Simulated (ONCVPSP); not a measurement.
# An ONCV potential for nitrogen, from input to tests

Do these settings give a usable potential? It is generated, then checked for transferability, scattering, ghosts and hardness.

Program: ONCVPSP 4.0.1.1 (patched build). Reference atom: PBE, scalar-relativistic, spherical and spin-unpolarised. All values are calculated.

## Step 1: Settings

Typed settings, in words:

```json
{
  "element": "nitrogen (N, Z = 7)",
  "type": "optimised norm-conserving Vanderbilt (ONCV)",
  "frozen core": "[He]",
  "valence charge": "5",
  "reference configuration": "2s2 2p3",
  "partial waves": "2s: rc 1.10 bohr, ncon 3, nbas 6, qcut 5.7 1/bohr, 2 projectors, debl 3.6 Ha; 2p: rc 1.85 bohr, ncon 5, nbas 8, qcut 5.9 1/bohr, 2 projectors, debl 1.3 Ha; d scattering state at 0.09 Ha: rc 1.55 bohr, ncon 3, nbas 6, qcut 6.4 1/bohr, 1 projector",
  "local potential": "polynomial inside 0.70 bohr (lpopt 1, dvloc0 0 Ha)",
  "core correction": "polynomial model core, fcfact 0.2"
}
```

The outer shells as boxes (Hund's rule for the drawing; the calculation is spin-unpolarised):

```
[He] core
2s [↑↓]
2p [↑ ][↑ ][↑ ]
```

## Step 2: Generation

N.dat

```
# ATOM AND REFERENCE CONFIGURATION
# atsym  z   nc   nv     iexc    psfile
  N 7.00    1    2        4      upf
#
#   n    l    f
    1    0    2.00
    2    0    2.00
    2    1    3.00
#
# PSEUDOPOTENTIAL AND OPTIMIZATION
# lmax
    2
#
#   l,   rc,      ep,       ncon, nbas, qcut
    0    1.10    0.00    3    6    5.70
    1    1.85    0.00    5    8    5.90
    2    1.55    0.09    3    6    6.40
#
# LOCAL POTENTIAL
# lloc, lpopt,  rc(5),   dvloc0
    4    1    0.70    0.00
#
# VANDERBILT-KLEINMAN-BYLANDER PROJECTORs
# l, nproj, debl
    0    2    3.60
    1    2    1.30
    2    1    1.90
#
# MODEL CORE CHARGE
# icmod, fcfact, rcfact
    1    0.20    0.00
#
# LOG DERIVATIVE ANALYSIS
# epsh1, epsh2, depsh
   -2.00    5.00    0.02
#
# OUTPUT GRID
# rlmax, drl
    6.00    0.01
#
# TEST CONFIGURATIONS
# ncnf
    4
# nvcnf
#   n    l    f
    2
    2    0    2.00
    2    1    2.00
#
    2
    2    0    2.00
    2    1    1.00
#
    2
    2    0    2.00
    2    1    0.00
#
    2
    2    0    1.00
    2    1    3.00
#
```

Run with:

```console
oncvpsp.x < N.dat > N.out
```

Before running it: what results should come out? Wanted: cutoffs for 1 and 0.1 mHa per electron, occupied waves; bound ghosts; GHOST(+) flags; largest test error; largest phase difference near zero energy, channels read; rms error of d²Exc/dn², without and with the model core.

**Answer**, as computed:

| quantity | value |
| --- | --- |
| cutoffs for 1 and 0.1 mHa per electron, occupied waves | 34 Ha and 78 Ha |
| bound ghosts | none found |
| GHOST(+) flags | none at low energy |
| largest test error (AE − PS) | +1467 meV, for 2s2 2p0 |
| largest phase difference near zero energy, channels read | 0.000 rad |
| rms error of d²Exc/dn², without and with the model core | 1.48 and 1.95 mHa |

**Reading.** By total energies transferability is poor: the largest error is 1467 meV on 89.5 eV, for 2s2 2p0. That test lies far up in energy; among those under 40 eV, nearer to bonding, the largest error is 49 meV. It counts as of middling hardness, with 34 Ha needed at the looser tolerance. At the looser tolerance the 2s wave is the slowest; 2p needs 18 Ha. No bound ghost shows below the valence levels. Near zero energy the phases of the channels with partial waves agree within 0.001 rad.
